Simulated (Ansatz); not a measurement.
# FH₃OSiTe: up Jacob's ladder to CCSD(T)

One table from this session's results is given with a row withheld; the runs are named, their logs left out.

Program: Ansatz 0.2.0, Gaussian basis. Level of theory: functionals in def2-TZVPP, the program's frozen cores in correlated methods. These are calculated values, not measurements.

Plan: LDA (SPW92), PBE-D4, revPBE-D4, BLYP-D4, r2SCAN-D4, B97M-V, PBE0-D4, B3LYP-D4, r2SCANh-D4, r2SCAN0-D4, HSE06-D4, BHLYP-D4, CAM-B3LYP-D4, LC-ωPBE, ωB97X-V, ωB97M-V, B2PLYP, PBE-QIDH; CCSD(T)/def2-SVP; CCSD(T)/def2-TZVPP; MP2/def2-QZVPP; extrapolation to the limit; RPA on PBE.

## The relaxed structure

All runs share one geometry, relaxed beforehand with PBE0-D4 in a triple-zeta def2 set. Te takes the def2 core potential; no spin-orbit term is included.

7 atoms, charge 0, spin multiplicity 1.

Atoms are counted from 1 here; the program's logs count them from 0.

Bond lengths: O1–Si2 1.628 Å, O1–H5 0.959 Å, Si2–F3 1.594 Å, Si2–Te4 2.490 Å, Si2–H6 1.473 Å, Te4–H7 1.656 Å. Angles: Si2–O1–H5 118.2°, O1–Si2–F3 112.0°, O1–Si2–Te4 109.4°, O1–Si2–H6 105.9°, F3–Si2–Te4 106.9°, F3–Si2–H6 107.4°, Te4–Si2–H6 115.2°, Si2–Te4–H7 90.4°.

The first run:

in.yaml reads:

```yaml
crystal:
  periodic: [false, false, false]
  atoms:
    - {symbol: O, position_ang: [-0.504466, 1.143183, 1.206060]}
    - {symbol: Si, position_ang: [0.362404, 0.043266, 0.376657]}
    - {symbol: F, position_ang: [0.068388, -1.444699, 0.868136]}
    - {symbol: Te, position_ang: [-0.257746, 0.146802, -2.032762]}
    - {symbol: H, position_ang: [-1.452032, 1.177655, 1.059265]}
    - {symbol: H, position_ang: [1.775146, 0.334492, 0.674255]}
    - {symbol: H, position_ang: [0.069507, -1.468598, -2.197211]}
basis:
  gaussian: {orbitals: def2-TZVPP}
hamiltonian: {xc: lda}
output: {orbitals: {seedname: orbitals}}
```

Launch:

```console
ansatz run in.yaml --threads 2 --pin off --events-out ev --progress --plain --max-ram 4352MiB
```

Steps of the session up to this table: LDA; PBE-D4 (GGA); revPBE-D4 (GGA); BLYP-D4 (GGA); r2SCAN-D4 (meta-GGA); B97M-V (meta-GGA); PBE0-D4 (hybrid); B3LYP-D4 (hybrid); r2SCANh-D4 (hybrid); r2SCAN0-D4 (hybrid); HSE06-D4 (hybrid); BHLYP-D4 (hybrid); CAM-B3LYP-D4 (range-separated); LC-ωPBE (range-separated); ωB97X-V (range-separated); ωB97M-V (range-separated); B2PLYP (double hybrid); PBE-QIDH (double hybrid).

One table of the session follows, with a row left open; its other results are not shown here.

It belongs to the step «Orbital energies across the functionals». 

| functional | HOMO (eV) | gap (eV) |
| --- | --- | --- |
| LDA (SPW92) | -5.94 | 4.13 |
| PBE-D4 | -5.78 | 4.13 |
| revPBE-D4 | -5.73 | 4.15 |
| BLYP-D4 | -5.61 | 4.05 |
| r2SCAN-D4 | -6.04 | 4.61 |
| B97M-V | -6.03 | 4.51 |
| PBE0-D4 | -6.83 | 5.99 |
| B3LYP-D4 | -6.61 | 5.53 |
| r2SCANh-D4 | -6.42 | 5.28 |
| r2SCAN0-D4 | -7.00 | 6.29 |
| HSE06-D4 | ? | ? |
| BHLYP-D4 | -7.72 | 7.72 |
| CAM-B3LYP-D4 | -8.05 | 8.22 |
| LC-ωPBE | -9.35 | 10.67 |
| ωB97X-V | -9.03 | 10.22 |
| ωB97M-V | -8.91 | 9.91 |

**Question.** Estimate the row for HSE06-D4.

The run gave: HOMO (eV): -6.44; gap (eV): 5.23. In the column «HOMO (eV)» it lies between B3LYP-D4 (-6.61) and r2SCANh-D4 (-6.42).
